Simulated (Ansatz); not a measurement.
# C2H4AlCl: a ladder of functionals and wavefunction methods

One table from this session's results is given with a row withheld; the runs are named, their logs left out.

Computed with Ansatz 0.2.0, Gaussian basis. Level: functionals in def2-TZVPP, the program's frozen cores in correlated methods.

Plan: LDA (SPW92), PBE-D4, revPBE-D4, BLYP-D4, r2SCAN-D4, B97M-V, PBE0-D4, B3LYP-D4, r2SCANh-D4, r2SCAN0-D4, HSE06-D4, BHLYP-D4, CAM-B3LYP-D4, LC-ωPBE, ωB97X-V, ωB97M-V, B2PLYP, PBE-QIDH; CCSD(T)/def2-SVP; CCSD(T)/def2-TZVPP; MP2/def2-QZVPP; extrapolation to the limit; RPA on PBE.

## The geometry

The geometry comes from an earlier relaxation with PBE0-D4 in a triple-zeta def2 set; it is a stationary point, not always the lowest conformer.

8 atoms, charge 0, spin multiplicity 1.

Atoms are counted from 1 here; the program's logs count them from 0.

Bond lengths: Al1–C2 1.935 Å, Al1–H5 1.584 Å, Al1–H6 1.586 Å, C2–C3 1.330 Å, C2–H7 1.088 Å, C3–Cl4 1.729 Å, C3–H8 1.085 Å. Angles: C2–Al1–H5 121.1°, C2–Al1–H6 116.6°, H5–Al1–H6 122.2°, Al1–C2–C3 117.8°, Al1–C2–H7 124.9°, C3–C2–H7 117.4°, C2–C3–Cl4 124.7°, C2–C3–H8 124.1°, Cl4–C3–H8 111.1°.

Set-up of the first run:

File in.yaml:

```yaml
crystal:
  periodic: [false, false, false]
  atoms:
    - {symbol: Al, position_ang: [-0.144687, 1.525706, -0.223513]}
    - {symbol: C, position_ang: [0.369555, -0.323842, -0.469180]}
    - {symbol: C, position_ang: [-0.042328, -1.206568, 0.436192]}
    - {symbol: Cl, position_ang: [0.311075, -2.898343, 0.393736]}
    - {symbol: H, position_ang: [0.301924, 2.644002, -1.252766]}
    - {symbol: H, position_ang: [-1.028479, 1.854083, 1.052431]}
    - {symbol: H, position_ang: [0.972052, -0.697676, -1.294342]}
    - {symbol: H, position_ang: [-0.647113, -0.954460, 1.301543]}
basis:
  gaussian: {orbitals: def2-TZVPP}
hamiltonian: {xc: lda}
output: {orbitals: {seedname: orbitals}}
```

On the command line:

```
$ ansatz run in.yaml --threads 2 --pin off --events-out ev --progress --plain --max-ram 4352MiB
```

Among the steps run: LDA; PBE-D4 (GGA); revPBE-D4 (GGA); BLYP-D4 (GGA); r2SCAN-D4 (meta-GGA); B97M-V (meta-GGA); PBE0-D4 (hybrid); B3LYP-D4 (hybrid); r2SCANh-D4 (hybrid); r2SCAN0-D4 (hybrid); HSE06-D4 (hybrid); BHLYP-D4 (hybrid); CAM-B3LYP-D4 (range-separated); LC-ωPBE (range-separated); ωB97X-V (range-separated); ωB97M-V (range-separated); B2PLYP (double hybrid); PBE-QIDH (double hybrid).

One table of the session follows, with a row left open; its other results are not shown here.

| functional | HOMO (eV) | LUMO (eV) | gap (eV) |
| --- | --- | --- | --- |
| LDA (SPW92) | -6.86 | -2.90 | 3.95 |
| PBE-D4 | -6.68 | -2.66 | 4.01 |
| revPBE-D4 | -6.61 | -2.56 | 4.05 |
| BLYP-D4 | -6.49 | -2.53 | 3.96 |
| r2SCAN-D4 | -6.90 | -2.44 | 4.46 |
| B97M-V | -6.94 | -2.55 | 4.39 |
| PBE0-D4 | -7.78 | -1.87 | 5.91 |
| B3LYP-D4 | -7.53 | -2.07 | 5.46 |
| r2SCANh-D4 | -7.31 | -2.15 | 5.16 |
| r2SCAN0-D4 | -7.94 | -1.74 | 6.20 |
| HSE06-D4 | -7.38 | -2.24 | 5.14 |
| BHLYP-D4 | -8.71 | -1.05 | 7.67 |
| CAM-B3LYP-D4 | -9.04 | -0.92 | 8.12 |
| LC-ωPBE | -10.42 | 0.15 | 10.57 |
| ωB97X-V | -10.04 | 0.06 | 10.10 |
| ωB97M-V | ? | ? | ? |

Estimate the missing values for ωB97M-V.

As computed: HOMO (eV): -9.92; LUMO (eV): -0.16; gap (eV): 9.76. In the column «HOMO (eV)» it lies between ωB97X-V (-10.04) and CAM-B3LYP-D4 (-9.04).
